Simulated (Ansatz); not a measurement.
# CH9AlOSi2: small, medium and large basis sets

One table from this session's results is given with a row withheld; the runs are named, their logs left out.

Computed with Ansatz 0.2.0, Gaussian basis. Level: one geometry, several basis sets.

The runs, in order: PBE0-D4/def2-SVP; ωB97M-V/def2-SVP; PBE0-D4/def2-QZVPP; ωB97M-V/def2-QZVPP; the functionals' def2-TZVPP values are taken from earlier runs.

### The geometry

All runs share one geometry, relaxed beforehand with PBE0-D4 in a triple-zeta def2 set.

14 atoms, charge 0, spin multiplicity 1.

Atoms are counted from 1 here; the program's logs count them from 0.

Bond lengths: C1–Al2 1.943 Å, C1–H6 1.092 Å, C1–H7 1.095 Å, C1–H8 1.095 Å, Al2–Si3 2.455 Å, Al2–O4 1.692 Å, Si3–H9 1.492 Å, Si3–H10 1.492 Å, Si3–H11 1.491 Å, O4–Si5 1.624 Å, Si5–H12 1.489 Å, Si5–H13 1.487 Å, Si5–H14 1.487 Å. Angles: Al2–C1–H6 112.2°, Al2–C1–H7 111.2°, Al2–C1–H8 110.6°, H6–C1–H7 108.3°, H6–C1–H8 107.9°, H7–C1–H8 106.4°, C1–Al2–Si3 125.6°, C1–Al2–O4 118.8°, Si3–Al2–O4 115.6°, Al2–Si3–H9 111.4°, Al2–Si3–H10 110.8°, Al2–Si3–H11 112.7°, H9–Si3–H10 106.9°, H9–Si3–H11 107.5°, H10–Si3–H11 107.1°, Al2–O4–Si5 160.4°, O4–Si5–H12 111.0°, O4–Si5–H13 110.0° and more.

Set-up of the first run:

in.yaml reads:

```yaml
crystal:
  periodic: [false, false, false]
  atoms:
    - {symbol: C, position_ang: [-1.749071, 1.713197, 0.569714]}
    - {symbol: Al, position_ang: [-0.325265, 0.417972, 0.303261]}
    - {symbol: Si, position_ang: [1.433941, -0.128557, 1.926331]}
    - {symbol: O, position_ang: [-0.255971, -0.426571, -1.161593]}
    - {symbol: Si, position_ang: [0.253215, -1.450337, -2.314743]}
    - {symbol: H, position_ang: [-2.335659, 1.873520, -0.337856]}
    - {symbol: H, position_ang: [-1.350154, 2.678526, 0.896994]}
    - {symbol: H, position_ang: [-2.432319, 1.378147, 1.357737]}
    - {symbol: H, position_ang: [1.550756, -1.601885, 2.127082]}
    - {symbol: H, position_ang: [2.763863, 0.352031, 1.449027]}
    - {symbol: H, position_ang: [1.197218, 0.488617, 3.263006]}
    - {symbol: H, position_ang: [1.514038, -2.129398, -1.905183]}
    - {symbol: H, position_ang: [0.505190, -0.707004, -3.578123]}
    - {symbol: H, position_ang: [-0.782681, -2.487459, -2.566854]}
basis:
  gaussian: {orbitals: def2-SVP}
hamiltonian: {xc: pbe0, dispersion: d4}
output: {orbitals: {seedname: orbitals}}
```

Among the steps run: PBE0-D4 in def2-SVP; ωB97M-V in def2-SVP; PBE0-D4 in def2-QZVPP; ωB97M-V in def2-QZVPP.

One table of the session follows, with a row left open; its other results are not shown here.

It belongs to the step «Density functionals: the series». 

```
functional       basis  HOMO (eV)
   PBE0-D4    def2-SVP          ?
   PBE0-D4  def2-TZVPP      -7.34
   PBE0-D4  def2-QZVPP      -7.34
   ωB97M-V    def2-SVP      -9.33
   ωB97M-V  def2-TZVPP      -9.36
   ωB97M-V  def2-QZVPP      -9.37
```

Q: Estimate the row for PBE0-D4, def2-SVP from the others.

As computed: HOMO (eV): -7.32. In the column «HOMO (eV)» it is the highest.
